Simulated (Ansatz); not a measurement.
# Yb4HOs: the cost of one run

Method: DFT PBE, scalar-relativistic, plane waves, PAW, in Ansatz 0.2.0.

## 1. Starting point

The structure is cubic, space group F-43m (No. 216). Conventional cell: a = 7.676 Å, b = 7.676 Å, c = 7.676 Å, α = 90.00°, β = 90.00°, γ = 90.00°. Yb (site symmetry 3m) has 1 H at 1.69 Å as nearest neighbours. H (site symmetry -43m) has 4 Yb at 1.69 Å as nearest neighbours. Os (site symmetry -43m) has 12 Yb at 3.18 Å as nearest neighbours.

Structure file:

```
CELL_PARAMETERS angstrom
0.00000 3.83810 3.83810
3.83810 0.00000 3.83810
3.83810 3.83810 0.00000
ATOMIC_POSITIONS crystal
Yb 0.61900 0.12700 0.12700
Yb 0.12700 0.12700 0.12700
Yb 0.12700 0.61900 0.12700
Yb 0.12700 0.12700 0.61900
H 0.00000 0.00000 0.00000
Os 0.50000 0.50000 0.50000
```

A structure generator made this guess: species swapped into a database cell of AgClO4 (F-43m, No. 216), with Os on the Ag sites, H on the Cl sites and Yb on the O sites. The dimensions are guesses.

## 2. A first look at the guess

File input.yaml:

```yaml
crystal:
  lattice:
    - [0.0, 3.83810257, 3.83810257]
    - [3.83810257, 0.0, 3.83810257]
    - [3.83810257, 3.83810257, 0.0]
  atoms:
    - { symbol: Yb, position: [0.61899999, 0.127, 0.127] }
    - { symbol: Yb, position: [0.127, 0.127, 0.127] }
    - { symbol: Yb, position: [0.127, 0.61899999, 0.127] }
    - { symbol: Yb, position: [0.127, 0.127, 0.61899999] }
    - { symbol: H, position: [0.0, 0.0, 0.0] }
    - { symbol: Os, position: [0.5, 0.5, 0.5] }
basis:
  ecutwfc: 420
kpoints:
  mp_grid: { grid: [4, 4, 4] }
hamiltonian:
  xc: pbe
scf:
  occupations: { method: gaussian, width: 0.1 }
  lower_state_search: "off"
output:
  forces: true
  stress: true
  eigenvalues: true
```

On the command line:

```sh
> ansatz run input.yaml --threads 1 --pin off --max-ram 2048MiB --backend cpu --events-out ev --progress --plain --runs-dir out
```

What time and memory should one allow on 1 thread of Intel Xeon Platinum 8488C (Sapphire Rapids), shared host?

About 5 s, with a peak of 0.44 GiB.
